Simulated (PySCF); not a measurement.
# CH7NSSi2: the cost of one run

The runs use PySCF 2.14.0, with density-fitted response routines of our own; the level of theory stands in each step. All values are computed, except where a source is named. Atoms count from 0, in the outputs and in this text.

**1. The molecule as given**

12 atoms, charge 0, multiplicity 1; geometry from: PBE0-D3(BJ)/def2-SVP.

Bonds of the start (Å): C0–N1 1.26, N1–Si2 1.75, Si2–S3 2.14, S3–Si4 2.16, C0–H5 1.11, C0–H6 1.11, Si2–H7 1.50, Si2–H8 1.49, Si4–H9 1.49, Si4–H10 1.49, Si4–H11 1.49.

**2. Core-electron binding energies: SCAN, X2C**

The job: settings as JSON, then the geometry in Å.

```
{"job": {"kind": "xps"}, "charge": 0, "multiplicity": 1}
C     -1.556420     0.607896     0.704212
N     -0.694893     0.237790    -0.139581
Si    -0.772704    -1.168583    -1.181544
S      0.922524    -2.376011    -0.691966
Si     2.378836    -0.787877    -0.528023
H     -2.524314     0.091913     0.882207
H     -1.378089     1.501021     1.331468
H     -1.988583    -2.020356    -0.987875
H     -0.705193    -0.665003    -2.581748
H      3.699447    -1.469608    -0.659191
H      2.313220    -0.101332     0.792076
H      2.209694     0.199217    -1.633271
```

Level: delta-SCF UKS SCAN, pcX-2 on the ionised atom, pcseg-1 elsewhere, spin-free X2C.

Started as:

```bash
$ OMP_NUM_THREADS=1 python probes_run.py task.json out
```

This one command runs all jobs of the session in turn.

**Question.** How long does this first job take on 1 thread of Arm Neoverse V1, shared host, and how much memory does it need?

About 50 s, with a peak of 0.53 GiB.
